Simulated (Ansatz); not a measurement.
**One input on several machines: PBEsol, a 2×2×1 supercell of CuPt7 (Fm-3m), with one vacancy**

All times were clocked for whole runs of Ansatz 0.2.0, start-up included, one run at a time with no other job on the machine: an Arm Neoverse N1 node (56 of its 64 cores, memory capped at 64 GiB); a node with four NVIDIA GB300 Max-Q cards and 144 Grace (Neoverse V2) cores; a node with four NVIDIA GB200 cards and 144 Grace (Neoverse V2) cores; a node with eight NVIDIA H100 80GB cards and 96 AMD EPYC 7R13 cores; an Intel Xeon 6975P-C node (Granite Rapids, 96 cores, 192 hardware threads, 360 GiB). Times and memory are rounded to two significant figures, and ratios are formed from the unrounded values. A row is a single run, so small differences between rows aren't established. System services beside the runs took up to 5 cores (rounded up). Runs with a thread on every core shared the cores with them. Precision is the program's default, which can work at lower precision in parts of a run. Card memory is the largest of readings taken every 0.4 s, so short peaks can be missed, and it isn't given for runs under about 3 s. It shows what a run took, which needn't be the least that it can run in: the program holds more work at once where threads and free memory allow.

Commands are shown without the flags for output files and display.

The PAW files were made with PBE. For this functional the program regenerates the frozen cores at set-up.

- atoms: 31
- valence electrons: 562
- cell volume: 476.9 Å³
- cutoff: 300 eV
- k mesh: 2×2×4
- k points solved: 12
- symmetry operations used (translations within a supercell counted): 2
- plane waves at Γ: 5607
- dense FFT grid: 64×64×32
- bands at the start: 338
- spin: none
- first density: atoms corrected by the program's trained network

Input:

```yaml
crystal:
  lattice:
    - [0.000000, 7.812802, 7.812802]
    - [7.812802, 0.000000, 7.812802]
    - [3.906401, 3.906401, 0.000000]
  atoms:
    - { symbol: Cu, position: [0.250000, 0.250000, 0.500000] }
    - { symbol: Pt, position: [0.000000, 0.000000, 0.000000] }
    - { symbol: Pt, position: [0.000000, 0.250000, 0.000000] }
    # ... 27 more atoms, left out here ...
    - { symbol: Pt, position: [0.750000, 0.750000, 0.000000] }
kpoints:
  mp_grid: { grid: [2, 2, 4] }
basis: { ecutwfc: 300 }
hamiltonian:
  xc: pbesol
scf:
  occupations: { method: fermi_dirac, width: 0.1 }
  mixing: { preconditioner: local_kerker }
output: { forces: true, stress: true, eigenvalues: true }
```

The typed cutoff is below the 420 eV that the potentials recommend, and the program warns of it.

| machine share | command | wall time | SCF clock | outside it | CPU time | SCF iterations | threads | the cards share | host memory (GiB) | fullest card (GiB) |
| --- | --- | --- | --- | --- | --- | --- | --- | --- | --- | --- |
| 1 × GB200 | ansatz run input.yaml --backend cuda --devices 1 | 1.8 s | 0.74 s | 1.1 s | 12 s | 16 | 72 |  | 1.9 |  |
| 1 × GB300 | ansatz run input.yaml --backend cuda --devices 1 | 2.4 s | 1.3 s | 1.1 s | 17 s | 16 | 72 |  | 2.1 |  |
| 2 × GB200 | ansatz run input.yaml --backend cuda --devices 2 | 2.4 s | 0.62 s | 1.8 s | 12 s | 16 | 2×72 | k points | 2.5 |  |
| 2 × GB300 | ansatz run input.yaml --backend cuda --devices 2 | 3.0 s | 0.95 s | 2.1 s | 14 s | 16 | 2×72 | k points | 2.8 | 8.7 |
| 56 threads, Neoverse N1 | taskset -c 8-63 ansatz run input.yaml --threads 56 --backend cpu --max-ram 64GiB | 8.9 s | 8.4 s | 0.56 s | 7.2 min | 16 | 56 |  | 5.4 |  |
| 8 × H100 | ansatz run input.yaml --backend cuda --devices 8 | 7.2 s | 0.80 s | 6.4 s | 16 s | 16 | 8×8 | k points | 2.9 | 3.4 |
| 96 threads, Xeon 6975P-C | ansatz run input.yaml --threads 96 --backend cpu | 2.4 s | 2.1 s | 0.35 s | 2.8 min | 16 | 96 |  | 5.9 |  |

The SCF clock is the program's own. It runs from the start of the first SCF loop to the final result and holds forces, stress, later SCFs and response steps. Outside it lie start-up, exit and the set-up ahead of the first loop, which depends on the cell and the method.

Threads written as a×b are a pools of b host workers, as the log lists them; the log's own count of threads can differ.

The machines don't compute alike at the default precision: the logs show emulated matrix products on GB200 and GB300, and some doubles held as pairs of floats on GB300.

The runs on cards also kept host threads busy (see the CPU time), so differences between cards can come from their hosts too.

Among these rows the slowest by wall time (56 threads, Neoverse N1) takes 4.9 times as long as the fastest (1 × GB200). The fastest takes under 2 s, so this ratio is rough. Up to 89 % of a wall time lies outside the SCF clock (8 × H100), so the wall times show the speed at the clocked work only in part. On the SCF clock alone the slowest (56 threads, Neoverse N1) takes 13 times as long as the fastest (2 × GB200). The fastest takes under 2 s, so this ratio is rough.

Question: How long does the same input take on 1 × H100 (ansatz run input.yaml --backend cuda --devices 1)?

Answer: 2.9 s, in 16 SCF iterations, against 1.8 s on 1 × GB200; peak host memory 1.4 GiB. Of the wall time 1.1 s is on the SCF clock and 1.8 s outside. On the SCF clock alone it is 1.1 s against 0.74 s.
